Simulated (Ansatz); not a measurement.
**WO2Br2 (WBr2O2): geometry, orbitals and charge**

Aim: characterise WO2Br2 (WBr2O2) as a singlet: its structure, frontier levels and distribution of charge.

Method: RKS PBE0-D4/def2-TZVP; program: Ansatz 0.2.0, Gaussian basis.

Plan: relaxation at B3LYP-D4/def2-SVP; a search for the lowest solution at PBE0-D4/def2-SVP; a single point at PBE0-D4/def2-TZVP; harmonic vibrations at B3LYP-D4/def2-SVP.

## (1) The starting structure

5 atoms, charge 0, spin multiplicity 1.

Atoms are counted from 1 here; the program's logs count them from 0.

Bond lengths: W1–O2 1.665 Å, W1–O3 1.666 Å, W1–Br4 2.379 Å, W1–Br5 2.380 Å. Angles: O2–W1–O3 117.9°, O2–W1–Br4 107.6°, O2–W1–Br5 107.7°, O3–W1–Br4 107.5°, O3–W1–Br5 107.5°, Br4–W1–Br5 108.4°.

Coordinates:

```xyz
5

W     0.17372   -0.00101    0.12311
O     0.06156   -0.01248    1.78473
O     1.69532    0.00699   -0.55484
Br   -0.96815    1.93320   -0.66003
Br   -0.96245   -1.92670   -0.69297
```

Formally the metal is d0. W takes a core potential in the def2 sets. No spin-orbit coupling is included.

The start is a GFN2-xTB geometry.

## (2) Optimising with B3LYP-D4/def2-SVP

The input, in.yaml:

```yaml
crystal:
  periodic: [false, false, false]
  atoms:
    - {symbol: W, position_ang: [0.173720, -0.001010, 0.123110]}
    - {symbol: O, position_ang: [0.061560, -0.012480, 1.784730]}
    - {symbol: O, position_ang: [1.695320, 0.006990, -0.554840]}
    - {symbol: Br, position_ang: [-0.968150, 1.933200, -0.660030]}
    - {symbol: Br, position_ang: [-0.962450, -1.926700, -0.692970]}
basis:
  gaussian: {orbitals: def2-SVP}
hamiltonian: {xc: {name: B3LYP}, dispersion: d4}
scf: {lower_state_search: "off"}
output: {orbitals: {seedname: orbitals}}
relax: {f_tol: 0.02, max_steps: 100}
```

Launch:

```
ansatz run in.yaml --threads 4 --pin off --events-out ev --progress --plain --max-ram 3916MiB
```

The runs that follow: Searching for the lowest solution, PBE0-D4/def2-SVP; Single point, PBE0-D4/def2-TZVP; Harmonic vibrations.

**Question.** What will the summary of the whole plan be? Wanted: point group; near neighbours of the metal; HOMO, LUMO at PBE0-D4/def2-TZVP; charge on the metal; dipole at B3LYP-D4/def2-SVP; lowest, highest wavenumber.

As calculated:

```
                                         quantity                               value
                                      point group                                 C2v
                     near neighbours of the metal  O 1.70, O 1.70, Br 2.43, Br 2.43 Å
                  HOMO, LUMO at PBE0-D4/def2-TZVP                     -9.39, -3.55 eV
charge on the metal (Mulliken, PBE0-D4/def2-TZVP)                             +1.33 e
                      dipole at B3LYP-D4/def2-SVP                              2.08 D
                       lowest, highest wavenumber                       74, 1038 cm⁻¹
```

In words: The molecule keeps its bonding pattern by the stored test; the atoms moved 0.10 Å (rms). The metal has 4 near neighbours by the distance rule, from 1.70 to 2.43 Å. The Mulliken charge of the metal, +1.33 e, depends on the basis and isn't its oxidation state. All wavenumbers are real: a minimum at this level. The HOMO lies nearest to Br4, Br5 about 45 % each and the LUMO to W1 56 %; Br4, Br5 about 14 % each. Whether this spin is the lowest isn't tested here.
